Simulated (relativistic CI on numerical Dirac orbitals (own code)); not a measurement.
# Xe XXV (Xe²⁴⁺): levels and lines

The task is the spectrum of Xe²⁴⁺: levels, purity of their labels, lifetimes and lines; further runs change one setting each.

Program: relativistic CI on numerical Dirac orbitals (own code) version 2. Level of theory: Dirac-Coulomb-Breit CI, KLI orbitals optimised for each configuration, model QED (radiative potential, 1s self-energy scaled to tabulated hydrogen-like ionisation energies). These are calculated values, not measurements, unless marked.

## (1) Starting point

* ion: Xe²⁴⁺ (Xe XXV)
* nuclear charge: 54
* electrons: 30
* isotope: A = 132
* first configuration typed: [Ar] 3d10 4s2

The outer shells:

first configuration typed
```
[Ar] core
3d [↑↓][↑↓][↑↓][↑↓][↑↓]
4s [↑↓]
```

## (2) CI with the chosen configurations

Settings, as recorded:

```ini
atom Xe  Z=54  charge=24  electrons=30
nucleus A=132  rms_radius_fm=4.7859
hamiltonian dirac-coulomb  breit=on  qed=on  c_scale=1
orbitals kli  potential=per-configuration
slater_scale 1
correlation none
mixing on
configurations
  [Ar] 3d10 4s2
  [Ar] 3d10 4s 4p
  [Ar] 3d10 4p2
  [Ar] 3d10 4s 4d
  [Ar] 3d10 4d2
  [Ar] 3d10 4s 4f
  [Ar] 3d10 4p 4d
  [Ar] 3d10 4f2
  [Ar] 3d10 4p 4f
  [Ar] 3d10 4d 4f
  [Ar] 3d10 4s 5s
  [Ar] 3d10 4s 5p
  [Ar] 3d10 4s 5d
  [Ar] 3d10 4s 5f
  [Ar] 3d10 4s 5g
  [Ar] 3d10 4s 6s
end
```

## (3) Correlation estimate p86

Changes to the settings of step 2:

```diff
@@ -5,3 +5,3 @@
 slater_scale 1
-correlation none
+correlation p86
 mixing on
```

## (4) Without configuration mixing

Changes to the settings of step 3:

```diff
@@ -5,4 +5,4 @@
 slater_scale 1
-correlation p86
-mixing on
+correlation none
+mixing off
 configurations
```

## (5) Without the Breit term

Changes to the settings of step 4:

```diff
@@ -2,3 +2,3 @@
 nucleus A=132  rms_radius_fm=4.7859
-hamiltonian dirac-coulomb  breit=on  qed=on  c_scale=1
+hamiltonian dirac-coulomb  breit=off  qed=on  c_scale=1
 orbitals kli  potential=per-configuration
@@ -6,3 +6,3 @@
 correlation none
-mixing off
+mixing on
 configurations
```

(Steps that only read results are left out.)

Q: Predict the outcome of this session. Wanted: lowest level; first excitation; lowest level of the other parity; fastest E1 line; ionisation energy.

**Answer**, as computed:

| run | time | mean size of shift, levels followed (cm⁻¹) | lowest level | ionisation energy (eV) |
| --- | --- | --- | --- | --- |
| main run | 0.49 s | 0 | 4s2 1S0 | 817.75 |
| correlation estimate p86 | 0.5 s | 973 | 4s2 1S0 | 818.64 |
| without configuration mixing | 0.49 s | 10219 | 4s2 1S0 | - |
| without the Breit term | 0.38 s | 1467 | 4s2 1S0 | 818.19 |

The tabulated theoretical ionisation energy (NIST) is 818 eV.

| quantity | value |
| --- | --- |
| lowest level | 4s2 1S0 |
| first excitation | 4s 4p 3P°0, 368648 cm⁻¹ |
| lowest level of the other parity | 4s 4p 3P°0, 368648 cm⁻¹ |
| levels in the model | 104 |
| fastest E1 line (by rate) to the lowest level | 3.265 nm, from 4s 5p [4s 5p3/2] J=1° |
| ionisation energy | 817.75 eV |
| ionisation energy, tabulated theoretical (NIST) | 818 eV |

**Reading.** The lowest level is 4s2 1S0, 99 % pure in LS and 99 % in jj coupling; over the low levels the means are 88 and 93 %, so both schemes do about equally well. The ionisation energy agrees with the tabulated theoretical value within its uncertainty of 4 eV. The largest mover is «without configuration mixing» (10219 cm⁻¹ on average). Lifetimes count radiative decay inside the model alone.
